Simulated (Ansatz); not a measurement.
# C3H7AlCl2: basis-set convergence

The task here is to estimate one member of a computed series from the others.

Program: Ansatz 0.2.0, Gaussian basis. Level of theory: one geometry, several basis sets. These are calculated values, not measurements.

The runs, in order: PBE0-D4/def2-SVP; ωB97M-V/def2-SVP; PBE0-D4/def2-QZVPP; ωB97M-V/def2-QZVPP; the functionals' def2-TZVPP values are taken from earlier runs.

**The relaxed structure**

All runs share one geometry, relaxed beforehand with PBE0-D4 in a triple-zeta def2 set.

SMILES `C[CH](C)[Al]([Cl])[Cl]`, 13 atoms, charge 0, spin multiplicity 1.

Atoms are counted from 1 here; the program's logs count them from 0.

Bond lengths: C1–C2 1.530 Å, C1–H7 1.096 Å, C1–H8 1.094 Å, C1–H9 1.094 Å, C2–C3 1.530 Å, C2–Al4 1.951 Å, C2–H10 1.097 Å, C3–H11 1.094 Å, C3–H12 1.096 Å, C3–H13 1.094 Å, Al4–Cl5 2.092 Å, Al4–Cl6 2.094 Å. Angles: C2–C1–H7 110.5°, C2–C1–H8 112.6°, C2–C1–H9 111.5°, H7–C1–H8 107.2°, H7–C1–H9 107.1°, H8–C1–H9 107.6°, C1–C2–C3 110.8°, C1–C2–Al4 111.0°, C1–C2–H10 108.7°, C3–C2–Al4 110.9°, C3–C2–H10 108.7°, Al4–C2–H10 106.7°, C2–C3–H11 112.6°, C2–C3–H12 110.5°, C2–C3–H13 111.5°, H11–C3–H12 107.2°, H11–C3–H13 107.6°, H12–C3–H13 107.1° and more.

Set-up of the first run:

File in.yaml:

```yaml
crystal:
  periodic: [false, false, false]
  atoms:
    - {symbol: C, position_ang: [0.153709, 1.060474, -1.017675]}
    - {symbol: C, position_ang: [-0.291934, -0.210396, -0.291561]}
    - {symbol: C, position_ang: [0.876796, -1.186143, -0.138147]}
    - {symbol: Al, position_ang: [-1.074492, 0.215037, 1.444059]}
    - {symbol: Cl, position_ang: [-3.048290, -0.247041, 1.961921]}
    - {symbol: Cl, position_ang: [0.081678, 1.177633, 2.900949]}
    - {symbol: H, position_ang: [0.607588, 0.811784, -1.984030]}
    - {symbol: H, position_ang: [-0.676248, 1.744659, -1.215711]}
    - {symbol: H, position_ang: [0.904782, 1.609680, -0.442029]}
    - {symbol: H, position_ang: [-1.079294, -0.695023, -0.881253]}
    - {symbol: H, position_ang: [0.573882, -2.138900, 0.305371]}
    - {symbol: H, position_ang: [1.321776, -1.409301, -1.114817]}
    - {symbol: H, position_ang: [1.670446, -0.767263, 0.487823]}
basis:
  gaussian: {orbitals: def2-SVP}
hamiltonian: {xc: pbe0, dispersion: d4}
output: {orbitals: {seedname: orbitals}}
```

Command:

```console
> ansatz run in.yaml --threads 4 --pin off --events-out ev --progress --plain --max-ram 11315MiB
```

Steps of the session up to this table: PBE0-D4 in def2-SVP; ωB97M-V in def2-SVP; PBE0-D4 in def2-QZVPP; ωB97M-V in def2-QZVPP.

One table of the session follows, with a row left open; its other results are not shown here.

It belongs to the step «Functionals by basis». 

| functional | basis | HOMO (eV) |
| --- | --- | --- |
| PBE0-D4 | def2-SVP | -7.85 |
| PBE0-D4 | def2-TZVPP | -7.88 |
| PBE0-D4 | def2-QZVPP | ? |
| ωB97M-V | def2-SVP | -10.00 |
| ωB97M-V | def2-TZVPP | -10.05 |
| ωB97M-V | def2-QZVPP | -10.07 |

Estimate the missing values for PBE0-D4, def2-QZVPP.

The run gave: HOMO (eV): -7.90. In the column «HOMO (eV)» it lies between ωB97M-V, def2-SVP (-10.00) and PBE0-D4, def2-TZVPP (-7.88).
